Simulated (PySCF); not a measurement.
**ReI4: structure of the doublet**

Where does doublet ReI4 go from a square planar start, is the end point a minimum, and what are its modes, charges and moments?

Computed with PySCF 2.14.0. Level: PBE, basis Re def2-SVP with ECP60, I def2-SVP with ECP28, scalar-relativistic core potentials, no spin–orbit coupling, density fitting.

### Step 1. The system as given

5 atoms, charge 0, spin multiplicity 2.

Bond lengths: Re1–I2 2.640 Å, Re1–I3 2.640 Å, Re1–I4 2.640 Å, Re1–I5 2.640 Å. Angles: I2–Re1–I3 90.0°, I2–Re1–I4 180.0°, I2–Re1–I5 90.0°, I3–Re1–I4 90.0°, I3–Re1–I5 180.0°, I4–Re1–I5 90.0°.

```xyz
5
charge 0 multiplicity 2
Re    0.0000    0.0000    0.0000
I     2.6400    0.0000    0.0000
I     0.0000    2.6400    0.0000
I    -2.6400    0.0000    0.0000
I     0.0000   -2.6400    0.0000
```

### Step 2. Finding the electronic state

One driver script runs all steps and calls PySCF; scf.py shows how it sets up the SCF of each step. The optimiser is the driver's own. After this first run the driver tries any further starts and a stability analysis.

The input, scf.py:

```python
from pyscf import gto, scf, dft
mol = gto.M(atom='''
Re     0.000000     0.000000     0.000000
I      2.640000     0.000000     0.000000
I      0.000000     2.640000     0.000000
I     -2.640000     0.000000     0.000000
I     -0.000000    -2.640000     0.000000''',
    basis={'Re': 'def2-SVP', 'I': 'def2-SVP'},
    ecp={'Re': 'def2-SVP', 'I': 'def2-SVP'},
    charge=0, spin=1)
mf = dft.UKS(mol, xc='PBE')
mf.grids.atom_grid = (50, 194)
aux = {'Re': 'def2-universal-JKFIT', 'I': 'def2-universal-JKFIT'}
mf = mf.density_fit(auxbasis=aux)
mf.conv_tol = 1e-08
mf.diis_space = 10
mf.max_cycle = 60
mf.init_guess = 'huckel'
mf.verbose = 4
mf.kernel()
```

Launch:

```sh
$ OMP_NUM_THREADS=2 python axn.py task.json out
```

After this run come: Relaxation: square planar start, doublet; Vibrations and properties at this point; Following the imaginary mode; Vibrations and properties at this point.

What does the calculation give? Wanted: minimum; geometry; wavenumbers; dipole moment; highest occupied, lowest empty level; polar-tensor charge of Re1; zero-point energy; atomisation energy; ⟨S²⟩.

The runs gave:

| quantity | value |
| --- | --- |
| minimum | doublet, Td |
| geometry | Re–I 2.574 Å (×4); I–Re–I 109.5° (×6) |
| wavenumbers (cm⁻¹) | 35, 46, 46, 46, 57, 175, 221, 221, 230 |
| dipole moment | 0.00 D |
| highest occupied, lowest empty level (either spin) | -4.61, -4.58 eV |
| polar-tensor charge of Re1 | +1.27 e |
| zero-point energy | 6.4 kJ/mol |
| entropy at 298.15 K | 459.1 J/(mol K) |
| atomisation energy (no zero-point energy) | 1053 kJ/mol |
| ⟨S²⟩ | 0.754 |

What this shows: The square planar start (D4h) ends in a minimum of Td symmetry, after a stop at a saddle point 120.1 kJ/mol higher, from which it was pushed off along an imaginary mode. The strongest infrared band lies at 221 cm⁻¹ (stretch). Re1 has a polar-tensor charge of +1.3 e (a dipole derivative, not a static charge), yet symmetry cancels the bond dipoles. Most of the spin sits on Re1 (Mulliken spin 0.74, against 1 for the whole molecule). Only this shape and spin were tried, so other structures or states may lie lower. The SCF density has lower symmetry than the nuclear frame. One determinant may miss the lowest occupation of an open d or f shell. With an element this heavy the missing spin–orbit coupling can shift these numbers.
